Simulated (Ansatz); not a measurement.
# Sn3Se (Pm-3m) in Ansatz: a series of runs

The runs below take Sn3Se through density of states, phonons, with PBEsol.

All numbers are computed with Ansatz 0.2.0; they aren't measurements. Logs are shortened: lines on timing, memory, paths and dates and some standing lists are left out, and cuts for length are marked.

### 1 The structure

Symmetry: Pm-3m, No. 221, cubic system. Conventional cell: a = 4.742 Å, b = 4.742 Å, c = 4.742 Å, α = 90.00°, β = 90.00°, γ = 90.00°. Sn (site symmetry 4/mmm) has 8 Sn at 3.35 Å and 4 Se at 3.35 Å as nearest neighbours. Around Se (site symmetry m-3m) lie 12 Sn at 3.35 Å.

The cell comes from a database or a generator and needn't be the stable form of this composition.

### 2 Density of states, PBEsol

File input.yaml:

```yaml
crystal:
  lattice:
    - [4.741879, 0.0, 0.0]
    - [0.0, 4.741879, 0.0]
    - [0.0, 0.0, 4.741879]
  atoms:
    - { symbol: Sn, position: [0.5, 0.5, 0.0] }
    - { symbol: Sn, position: [0.5, 0.0, 0.5] }
    - { symbol: Sn, position: [0.0, 0.5, 0.5] }
    - { symbol: Se, position: [0.0, 0.0, 0.0] }
kpoints:
  mp_grid: { grid: [6, 6, 6] }
scf:
  occupations: { method: fermi_dirac, width: 0.05 }
hamiltonian:
  xc: pbesol
  pseudopotentials: { kind: all_electron, datasets: crystal }
output:
  forces: true
  stress: true
  eigenvalues: true
  dos: { projected: false, de: 0.1, e_range: [-20, 10] }
```

Potentials or basis: all-electron PAW datasets made for the crystal.

Started as:

```
$ ansatz run input.yaml --threads 2 --pin off --max-ram 8192MiB --backend cpu --events-out ev --progress --plain --runs-dir out
```

Output:

```text
Warning: RAYON_NUM_THREADS=2 ignored (pool sized by the plan → 2); use --threads N
hamiltonian.pseudopotentials.datasets: crystal makes datasets for this crystal and solves the spheres of its atoms anew in each pass: cutoff 260.0 eV, the density's 1040.0 eV; for an error of 0.50 meV an atom under PBE, 2.0 meV for the cell; an energy difference from a run of another recipe may be off by several times the error for the cell, under r2SCAN by more, where some 0.1 meV an atom stays at smaller errors; Se in spheres of 1.376 Å, 6 of its electrons in bands; Sn in spheres of 1.376 Å, 14 of its electrons in bands
Engine: ansatz 0.2.0, x86_64-unknown-linux-gnu
Pseudopotentials: kind: all_electron
Pseudopotential: Sn, paw, valence charge 14, recommended cutoff 260 eV (normal), crystal/all_electron/pbesol/scalar/gaussian/Sn, Koelling and Harmon's equation, gaussian nucleus
Pseudopotential: Se, paw, valence charge 6, recommended cutoff 260 eV (normal), crystal/all_electron/pbesol/scalar/gaussian/Se, Koelling and Harmon's equation, gaussian nucleus
Functional definition: PBEsol
  exchange = pbesol_x
  correlation = pbesol_c
Crystal: 4 atoms, lattice volume = 106.623 Å³
Basis set: ecut = 260 eV, 1021 PW (Γ), exchange–correlation on 50×50×50 points (8 copies of the dense FFT grid, shifted against one another)
Bands: 29, of which v1, the nominal top of the filled ones, is band 24 counted from 1 (23 counted from 0)
Symmetry: 48 space group operations
Space group: Pm-3m (ITA 221), of the structure as read, at distance tolerance 4.7e-5 Å
k-points: 20 of 216
Non-local potential: Sn, projectors of the file, l = 0: 1, l = 1: 1, l = 2: 2
Non-local potential: Se, projectors of the file, l = 0: 1, l = 1: 1
PAW form: soft (Blöchl's): semilocal exchange-correlation on the pseudo side does not see the compensation charge
PAW one-centre angular grid: Sn, 590 points (default); XC on its mesh's 1863 points in the sphere
PAW one-centre angular grid: Se, 110 points (default); XC on its mesh's 1903 points in the sphere
Initial density: superposition of atomic densities (neutral atoms: chi_scale 0, normalization atom)
Initial wavefunctions: pseudopotential atomic-orbital guess
Functional: x = pbesol(κ = 0.804, μ = 0.12345679012345678), c = pbesol(β = 0.046)
iter 1 solved again at ethr=9.80e-4 eV; its pass at ethr=1.00e-1 eV (dr2=4.70e-1 eV) is discarded
SCF iter   1: F=—  HF=-570125.970573 eV  |F-HF|=—  |Δ(HF+E_count)|=         —  Δρ=1.40e-2  dr2=4.93e-1  ethr=9.80e-4  ⟨swp⟩=3.9  Hψ=2892  notcnv=0
preconditioner: auto → Resta (q_TF=auto, 2.388 Å⁻¹)  ε∞=3.1  [insulator: Δε(μ)=0.128 eV  Ē_g=17.080 eV  σ=0.050 eV  W_gap=0.56  n_scr=26 (ndim 8)  ℏωp=24.9 eV  f_vac=0.000  D(μ)=2.21/eV (n_scr^D=18)  ε∞_Penn≈3.1]
SCF iter   2: F=—  HF=-570125.834135 eV  |F-HF|=—  |Δ(HF+E_count)|=   1.36e-1  Δρ=6.81e-3  dr2=7.66e-2  ethr=9.80e-4  ⟨swp⟩=3.0  Hψ=1273  notcnv=0
preconditioner: auto → Kerker (q_TF=auto, 2.388 Å⁻¹)  [metal: Δε(μ)=0.093 eV  Ē_g=17.228 eV  σ=0.050 eV  W_gap=0.43  n_scr=26 (ndim 8)  ℏωp=24.9 eV  f_vac=0.000  D(μ)=2.36/eV (n_scr^D=18)]
SCF iter   3: F=—  HF=-570125.806950 eV  |F-HF|=—  |Δ(HF+E_count)|=   2.72e-2  Δρ=3.60e-3  dr2=2.31e-2  ethr=1.60e-4  ⟨swp⟩=2.4  Hψ=1147  notcnv=0
iter 4 solved again at ethr=2.20e-6 eV; its pass at ethr=4.81e-5 eV (dr2=1.05e-3 eV) is discarded
SCF iter   4: F=—  HF=-570125.799742 eV  |F-HF|=—  |Δ(HF+E_count)|=   7.21e-3  Δρ=6.99e-4  dr2=1.02e-3  ethr=2.20e-6  ⟨swp⟩=2.2  Hψ=2485  notcnv=0
SCF iter   5: F=—  HF=-570125.799455 eV  |F-HF|=—  |Δ(HF+E_count)|=   2.87e-4  Δρ=3.53e-4  dr2=2.58e-4  ethr=2.13e-6  ⟨swp⟩=2.5  Hψ=1093  notcnv=0
SCF iter   6: F=—  HF=-570125.799383 eV  |F-HF|=—  |Δ(HF+E_count)|=   7.23e-5  Δρ=6.07e-5  dr2=8.22e-6  ethr=5.38e-7  ⟨swp⟩=3.0  Hψ=1360  notcnv=0
SCF iter   7: F=—  HF=-570125.799381 eV  |F-HF|=—  |Δ(HF+E_count)|=   2.03e-6  Δρ=2.12e-5  dr2=7.11e-7  ethr=1.71e-8  ⟨swp⟩=3.5  Hψ=1404  notcnv=0
SCF iter   8: F=—  HF=-570125.799380 eV  |F-HF|=—  |Δ(HF+E_count)|=   2.64e-7  Δρ=9.15e-6  dr2=2.28e-7  ethr=1.48e-9  ⟨swp⟩=3.0  Hψ=1170  notcnv=0
SCF iter   9: F=-570125.799380 eV  HF=-570125.799380 eV  |F-HF|=1.18e-8  |Δ(HF+E_count)|=   4.54e-8  Δρ=2.14e-6  dr2=1.58e-8  ethr=4.75e-10  ⟨swp⟩=3.1  Hψ=1172  notcnv=0
SCF 1 converged in 9 iterations: F = -570125.799383 eV  dr2 = 1.58e-8
  Residual-converged pass: ⟨swp⟩=3.5  Hψ=1314  notcnv=0  max |occ|·‖R‖ = 6.6e-6 eV (tolerance 6.7e-6 eV)  dr2=1.50e-8  dr2_onsite=3.80e-9  max |Δocc| = 2.5e-10
SCF converged after 9 iterations
Free energy (F): -570125.799383 eV
Harris-Foulkes:  -570125.799383 eV  (|F-HF|=1.18e-8)
Internal energy: -570125.778975 eV  (E = F + TS)
E sigma→0 (E₀):  -570125.789179 eV
Entropy (-TS):   -0.020409 eV (-5.102 meV/atom)
Past the cutoff: the bands carry plane waves up to 1.75 times it, of which those up to 1.5 times it add -0.000179 eV an atom, each by itself; the spheres take 0.000387 eV an atom off the energy for waves past 1.75 times it
By the cutoff:   a pressure is off by up to 0.007 GPa (1.2 times the spheres' own share and the shells' term, over an atom's volume, and 0.004 GPa: a bound that held against runs at twice the plane waves)
Past the cutoffs: a stress includes 0.0004 GPa for waves and charges beyond them, in addition to the slope of what the spheres take
In the spheres:  the bands' charges fall short by 4.0e-7 e at most (sound up to 1e-3)
Fermi energy:    12.650194 eV
--- Per-component energies (eV) ---
  E_band       = -134.161847
  E_kinetic    = 386.315614
  E_local      = -3158.027781  (includes V_loc(G=0)·N_el)
  E_nonlocal   = 541.260175
  E_hartree    = 1502.775485
  E_xc         = -239.966538
  E_vxc        = -293.471786  (∫ρ·V_xc dr)
  E_paw        = -575020.467769  (= ΣΔE_a)
  E_vpaw       = -10652.222193  (= ΣTr[D̂ρ^β])
  E_ewald      = -4174.105508
  E_smearing   = -0.020409  (= −TS)
  E_closure    = 10036.437346  (closes the sum)
  Σ components = -570125.799383   (vs F -570125.799383, Δ=0.00e0)
  The terms above E_closure are by the made datasets' own strengths, without shells solved beside the bands.
--- Forces (eV/Å), atoms counted from 1 ---
  atom   1  Sn     0.00000000    -0.00000000     0.00000000
  atom   2  Sn    -0.00000000    -0.00000000     0.00000000
  atom   3  Sn     0.00000000    -0.00000000     0.00000000
  atom   4  Se    -0.00000000     0.00000000    -0.00000000
  max |Σ_I F_I| component: 2.32e-29 eV/Å
--- Stress (GPa, compression-positive) ---
       -2.641928       0.000000       0.000000
       -0.000000      -2.641928       0.000000
       -0.000000       0.000000      -2.641928
  P = ⅓ Tr σ = -2.6419 GPa (-26.419 kbar)
--- Band table (eV; the first three rows and the last of 20) ---
  k-point 0: bands = ["-9.0400", "-9.0400", "-9.0400", "-9.0090", "-9.0090", "-8.9915", "-8.9384", "-8.9384", "-8.9384", "-8.8758", "-8.8421", "-8.8421", "-8.7973", "-8.7973", "-8.7973", "-0.8656", "3.5719", "7.7673", "7.7673", "8.3489", "8.3489", "8.3489", "12.6227", "12.6227", "12.6227", "14.9379", "14.9379", "14.9379"]
  k-point 1: bands = ["-9.0374", "-9.0259", "-9.0259", "-9.0081", "-9.0009", "-8.9820", "-8.9410", "-8.9383", "-8.9383", "-8.8831", "-8.8500", "-8.8419", "-8.8135", "-8.8135", "-8.7973", "-0.7897", "3.4970", "6.5936", "7.8529", "8.5258", "8.5258", "9.8566", "12.2963", "12.3530", "12.3530", "14.0642", "14.5837", "14.5837"]
  k-point 2: bands = ["-9.0315", "-9.0062", "-8.9894", "-8.9894", "-8.9802", "-8.9579", "-8.9469", "-8.9358", "-8.9358", "-8.9021", "-8.8707", "-8.8565", "-8.8565", "-8.8414", "-8.7973", "-0.6203", "3.2761", "5.7813", "8.0479", "9.0078", "9.0078", "10.8569", "11.5030", "11.5030", "12.7540", "12.9502", "14.5989", "14.5989"]
  k-point 19: bands = ["-9.0183", "-9.0062", "-9.0062", "-9.0062", "-8.9725", "-8.9725", "-8.9725", "-8.9235", "-8.9235", "-8.8614", "-8.8614", "-8.8614", "-8.8363", "-8.8363", "-8.8363", "-0.1428", "5.8104", "5.8104", "5.8104", "7.4173", "7.4173", "7.4173", "7.9577", "14.6431", "14.6431", "14.6431", "18.5293", "18.5293"]
```

Wall time 11 s (2 threads of Intel Xeon at 2.50GHz (Skylake/Cascade Lake), shared host); peak memory 0.53 GiB.

What came out:

```yaml
Free_energy: -570125.7994 eV
Pressure: -2.6 GPa
Band_gap_on_the_k_mesh: none (metal or under the smearing width)
```

Levels at points of the mesh, in eV from the Fermi level:
```
              k point  band 21  band 22  band 23  band 24  band 25  band 26  band 27  band 28
   (0.00, 0.00, 0.00)    -4.30    -4.30    -0.03    -0.03    -0.03     2.29     2.29     2.29
  (0.00, 0.00, -0.50)    -3.23    -1.86    -1.77    -1.77    -0.15     1.88     2.15     2.20
 (0.00, -0.50, -0.50)    -2.36    -2.01    -2.01    -0.63     0.09     0.09     0.11     3.16
(-0.50, -0.50, -0.50)    -5.23    -5.23    -4.69     1.99     1.99     1.99     5.88     5.88
```

States per cell in windows of 0.5 eV (zero at the Fermi level; states under -8 eV left out):
```csv
from (eV),total
-8.0,0.34
-7.5,1.40
-7.0,0.66
-6.5,0.70
-6.0,0.53
-5.5,0.41
-5.0,0.31
-4.5,0.55
-4.0,1.16
-3.5,2.02
-3.0,1.08
-2.5,1.25
-2.0,0.58
-1.5,1.03
-1.0,1.04
-0.5,0.93
0.0,1.19
0.5,1.22
1.0,2.11
1.5,1.47
2.0,0.99
2.5,0.94
3.0,1.10
3.5,0.54
4.0,0.32
4.5,0.22
5.0,0.07
5.5,0.01
6.0,0.00
6.5,0.00
7.0,0.00
7.5,0.00
```

Caveat: the program warned that the printed levels may be off, so bands, gaps and densities of states are rough.

### 3 Phonons, PBEsol

input.yaml, as its differences from that of step 2:

```diff
@@ -16,7 +16,6 @@
   xc: pbesol
-  pseudopotentials: { kind: all_electron, datasets: crystal }
-output:
-  forces: true
-  stress: true
-  eigenvalues: true
-  dos: { projected: false, de: 0.1, e_range: [-20, 10] }
+  pseudopotentials: { kind: all_electron, lapw: { basis_error: 0.002 } }
+output: {}
+phonons:
+  method: fd
+  supercell: [1, 1, 1]
```

Potentials or basis: all-electron LAPW, scalar-relativistic.

Started as:

```
$ ansatz run input.yaml --threads 2 --pin off --max-ram 8192MiB --backend cpu --events-out ev --progress --plain --runs-dir out
```

Output:

```text
Warning: RAYON_NUM_THREADS=2 ignored (pool sized by the plan → 2); use --threads N
LAPW: plane waves up to 6.498 Å⁻¹, error target 2.0e-3 eV per atom; small_component_spin mean_spin; Se in spheres of 1.626 Å, 24 of its electrons in bands, Dirac shells []; Sn in spheres of 1.626 Å, 22 of its electrons in bands, Dirac shells [] (how accurate: hamiltonian.pseudopotentials.lapw.basis_error, Limitations)
Engine: ansatz 0.2.0, x86_64-unknown-linux-gnu
Pseudopotentials: kind: all_electron
Pseudopotential: Sn, LAPW, valence charge 22, lapw/all_electron/scalar/gaussian/Sn, Koelling and Harmon's equation, gaussian nucleus
Pseudopotential: Se, LAPW, valence charge 24, lapw/all_electron/scalar/gaussian/Se, Koelling and Harmon's equation, gaussian nucleus
Functional definition: PBEsol
  exchange = pbesol_x
  correlation = pbesol_c
Crystal: 4 atoms, lattice volume = 106.623 Å³
[... 81 lines left out ...]
  k-point 2: bands = ["-195.3240", "-134.9880", "-134.9880", "-134.9880", "-116.7889", "-116.7888", "-116.7888", "-72.6423", "-72.6423", "-72.6423", "-72.6422", "-72.6422", "-72.6421", "-72.5789", "-72.5789", "-72.5789", "-35.4141", "-35.4141", "-35.4141", "-35.4140", "-35.4140", "-9.0308", "-9.0072", "-8.9892", "-8.9892", "-8.9813", "-8.9565", "-8.9478", "-8.9362", "-8.9362", "-8.9032", "-8.8693", "-8.8558", "-8.8558", "-8.8401", "-8.7965", "-0.6204", "3.2761", "5.7813", "8.0478", "9.0078", "9.0078", "10.8569", "11.5030", "11.5030", "12.7541", "12.9500", "14.5988", "14.5988", "16.5808", "17.2710", "17.2710", "18.6966", "18.9110"]
  k-point 19: bands = ["-195.3240", "-134.9880", "-134.9880", "-134.9880", "-116.7888", "-116.7888", "-116.7888", "-72.6431", "-72.6431", "-72.6431", "-72.6413", "-72.6413", "-72.6413", "-72.5807", "-72.5780", "-72.5780", "-35.4141", "-35.4141", "-35.4141", "-35.4140", "-35.4140", "-9.0193", "-9.0067", "-9.0067", "-9.0067", "-8.9716", "-8.9716", "-8.9716", "-8.9244", "-8.9244", "-8.8601", "-8.8601", "-8.8601", "-8.8360", "-8.8360", "-8.8360", "-0.1429", "5.8104", "5.8104", "5.8104", "7.4172", "7.4172", "7.4172", "7.9580", "14.6430", "14.6430", "14.6430", "18.5298", "18.5298", "18.7622", "18.7622", "18.7622", "19.5625", "22.4299"]
--- Phonons: 2 displaced members + reference (amplitude 0.01 Å, Σ member SCF iterations 15) ---
  symmetry images taken by strict's conditions (phonons.symmetry_images: auto; settled by no image being taken that strict refuses)
  ASR residual: 7.955e-4 → 0.000e0 eV/Å²; symmetrization residual: 6.564e-4 eV/Å²
  largest component of a force at the reference: 1.4e-30 eV/Å
  ASR residual per site (eV/Å²): 7.96e-4 7.96e-4 7.96e-4 3.63e-4
  Γ frequencies (cm⁻¹): -57.89 -57.89 -57.89 -36.96 -36.96 -36.96 0.00 0.00 0.00 75.34 75.34 75.34
  density of states and harmonic sums: on the 13×13×13 q-mesh, interpolated from the force constants of a 1×1×1 supercell (no non-analytic term)
  largest difference from the sums on the solved wave vectors: F 4.35e-1 eV, S 5.39e-4 and C_V 1.33e-4 eV/K
  zero-point energy: 0.012814 eV/cell   skipped modes (ω ≤ 0): 653, of them read as no rigid motion or as one in doubt: 650 (7.792e0 modes/cell left out, lowest -57.89 cm⁻¹)   left out of the sums: 6.49e-1 of the cell's modes: C_V's classical limit lies that fraction below 3 k_B per atom; for a crystal, a wire or a layer, F and S can be off by more, and a phonons.interpolated_qmesh denser along its periods is the remedy for the sampling
```

Run time: 2.3 min. Hardware: 2 threads of Intel Xeon at 2.50GHz (Skylake/Cascade Lake), shared host; peak memory 0.63 GiB.

What came out:

| Item | Value |
| --- | --- |
| Free energy | -570125.7981 eV |
| Band gap on the k mesh | none (metal or under the smearing width) |
| Highest phonon frequency at Γ | 75 cm⁻¹ |
| Most unstable mode | 58i cm⁻¹ |

Phonon frequencies in cm⁻¹ (negative: imaginary):
| q point | frequencies |
| --- | --- |
| (0.000, 0.000, 0.000) | -58 -58 -58 -37 -37 -37 0 0 0 75 75 75 |

Caveat: a metal's response needs a denser mesh; some modes are imaginary.
